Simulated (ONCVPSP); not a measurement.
# Pseudopotential generation for As: ONCV, LDA (Perdew-Wang 92)

Task: generate the file, and judge it by its errors in other configurations, its logarithmic derivatives, its ghosts and its cutoff.

Program: ONCVPSP 4.0.1.1 (patched build). Reference atom: LDA (Perdew-Wang 92), scalar-relativistic, spherical and spin-unpolarised. All values are calculated.

**1. Starting point**

The settings as typed:

* element: arsenic (As, Z = 33)
* type: optimised norm-conserving Vanderbilt (ONCV)
* frozen core: [Ar]
* valence charge: 15
* reference configuration: 3d10 4s2 4p3
* partial waves: 4s: rc 1.35 bohr, ncon 4, nbas 8, qcut 5.1 1/bohr, 2 projectors, debl 2.9 Ha; 4p: rc 1.95 bohr, ncon 4, nbas 8, qcut 4 1/bohr, 1 projector; 3d: rc 0.75 bohr, ncon 4, nbas 8, qcut 24.3 1/bohr, 2 projectors, debl 1 Ha
* local potential: polynomial inside 0.75 bohr (lpopt 5, dvloc0 1 Ha)
* core correction: Teter function, fcfact 3, rcfact 1.55

The outer shells as boxes (Hund's rule for the drawing; the calculation is spin-unpolarised):

```
[Ar] core
3d [↑↓][↑↓][↑↓][↑↓][↑↓]
4s [↑↓]
4p [↑ ][↑ ][↑ ]
```

**2. Generation**

The input, As.dat:

```
# ATOM AND REFERENCE CONFIGURATION
# atsym  z   nc   nv     iexc    psfile
  As 33.00    5    3  -001012      upf
#
#   n    l    f
    1    0    2.00
    2    0    2.00
    2    1    6.00
    3    0    2.00
    3    1    6.00
    3    2   10.00
    4    0    2.00
    4    1    3.00
#
# PSEUDOPOTENTIAL AND OPTIMIZATION
# lmax
    2
#
#   l,   rc,      ep,       ncon, nbas, qcut
    0    1.35    0.00    4    8    5.10
    1    1.95    0.00    4    8    4.00
    2    0.75    0.00    4    8   24.30
#
# LOCAL POTENTIAL
# lloc, lpopt,  rc(5),   dvloc0
    4    5    0.75    1.00
#
# VANDERBILT-KLEINMAN-BYLANDER PROJECTORs
# l, nproj, debl
    0    2    2.90
    1    1    3.40
    2    2    1.00
#
# MODEL CORE CHARGE
# icmod, fcfact, rcfact
    3    3.00    1.55
#
# LOG DERIVATIVE ANALYSIS
# epsh1, epsh2, depsh
   -3.00    5.00    0.02
#
# OUTPUT GRID
# rlmax, drl
    6.00    0.01
#
# TEST CONFIGURATIONS
# ncnf
    4
# nvcnf
#   n    l    f
    3
    3    2   10.00
    4    0    2.00
    4    1    2.00
#
    3
    3    2   10.00
    4    0    2.00
    4    1    1.00
#
    3
    3    2   10.00
    4    0    2.00
    4    1    0.00
#
    3
    3    2   10.00
    4    0    0.00
    4    1    5.00
#
```

Command:

```sh
$ oncvpsp.x < As.dat > As.out
```

Before running it: what results should come out? Wanted: cutoffs for 1 and 0.1 mHa per electron, occupied waves; bound ghosts; GHOST(+) flags; configuration tests; largest phase difference near zero energy, channels read; rms error of d²Exc/dn², without and with the model core; projector energies reset by the program.

**Answer**, as computed:

| quantity | value |
| --- | --- |
| cutoffs for 1 and 0.1 mHa per electron, occupied waves | 203 Ha and 231 Ha |
| bound ghosts | s at -138.66 eV, p at -11.64 eV |
| GHOST(+) flags | s at 618 eV |
| configuration tests | no usable energy difference |
| largest phase difference near zero energy, channels read | 0.017 rad |
| rms error of d²Exc/dn², without and with the model core | 7.98 and 2.74 mHa |
| projector energies reset by the program | d: -1.503, 0.250 Ha |

What this shows: A bound ghost (s, p) makes it unfit for use: electrons can fall into a state that the atom doesn't have. Of the tests 4 gave no usable energy difference, which is a warning in itself. It counts as very hard, with 203 Ha needed at the looser tolerance. At the looser tolerance the 3d wave is the slowest; 4s needs 11 Ha. Near zero energy the phases of the channels with partial waves agree within 0.017 rad. The pseudo curves have a pole with no partner nearby in the atom's: p at -0.43 Ha. The program also flags highly localised states, GHOST(+) (s). All of this concerns the isolated atom, not yet a solid.
